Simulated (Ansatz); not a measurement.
Write a Python script for Ansatz 0.2.0 through its Python package that makes a polarisability from point charges of CH₅BSSi, SMILES SC1B[SiH2]1. Level of theory (for the species named): MP2, def2-SVPD basis, multiplicity 1.

```xyz
9

S    -1.2432    0.6006   -1.4002
C    -0.2217    0.5879    0.0489
B     1.0799   -0.2085   -0.2274
Si   -0.3203   -0.9077    0.9705
H    -0.5687    1.7071   -1.9951
H    -0.1018    1.5414    0.6346
H     2.1998   -0.3157   -0.7178
H    -0.8891   -2.0919    0.2885
H     0.1537   -0.9593    2.3809
```

`field_ch5bssi.py`
```python
# -*- coding: utf-8 -*-
"""Response of CH5BSSi to a pair of distant point charges."""

import ansatz
import numpy as np

geometry_ang = [
    ("S", [-1.2432, 0.6006, -1.4002]),
    ("C", [-0.2217, 0.5879, 0.0489]),
    ("B", [1.0799, -0.2085, -0.2274]),
    ("Si", [-0.3203, -0.9077, 0.9705]),
    ("H", [-0.5687, 1.7071, -1.9951]),
    ("H", [-0.1018, 1.5414, 0.6346]),
    ("H", [2.1998, -0.3157, -0.7178]),
    ("H", [-0.8891, -2.0919, 0.2885]),
    ("H", [0.1537, -0.9593, 2.3809]),
]
system = ansatz.Crystal.molecule()
for symbol, xyz in geometry_ang:
    system = system.atom(symbol, xyz)

model = (
    system.calculation()
    .basis(gaussian="def2-SVPD")
    .correlation("mp2")
    .forces()
)
# charges +q and -q at -R and +R make a nearly even field 2 k q / R^2 at the centre
centre = np.mean([site.position_ang for site in system.cartesian_sites], axis=0)
field = 2 * 14.399645 * 4.0 / 30.0 ** 2


def dipole(axis, sign):
    arm = 30.0 * np.eye(3)[axis]
    pair = [{"charge": sign * 4.0, "position_ang": (centre - arm).tolist()}, {"charge": -sign * 4.0, "position_ang": (centre + arm).tolist()}]
    deck = model.input().set(ansatz.key.basis.gaussian.point_charges, pair)
    return np.array(ansatz.Session.from_dict(deck).plan().execute().report["charge_distribution"]["dipole_moment_e_ang"])


print(f"field {field:.4f} V/A")
alpha = np.array([(dipole(axis, 1) - dipole(axis, -1)) / (2 * field) * 14.399645 for axis in range(3)])
print("polarisability tensor (A^3)")
print(np.array2string(alpha, precision=3, suppress_small=True))
print(f"mean {np.trace(alpha) / 3:.3f} A^3 = {np.trace(alpha) / 3 / 0.14818471:.2f} bohr^3")
```

```console
$ python field_ch5bssi.py
field 0.1280 V/A
polarisability tensor (A^3)
[[12.025 -0.242 -0.108]
 [-0.235 10.887 -1.958]
 [-0.096 -1.97  12.319]]
mean 11.743 A^3 = 79.25 bohr^3
```

The geometry is a force-field or estimated start, not a minimum of this method, and the basis set is short of its limit. The field of two point charges is only nearly even. Wall time of the script: 47 s on 1 thread of Arm Neoverse V1, on a shared host, peak memory 0.44 GiB.

(A comment or docstring line of the script was reworded after the run, the code is as it ran; lines on the test bed's own set-up are left out of the output.)
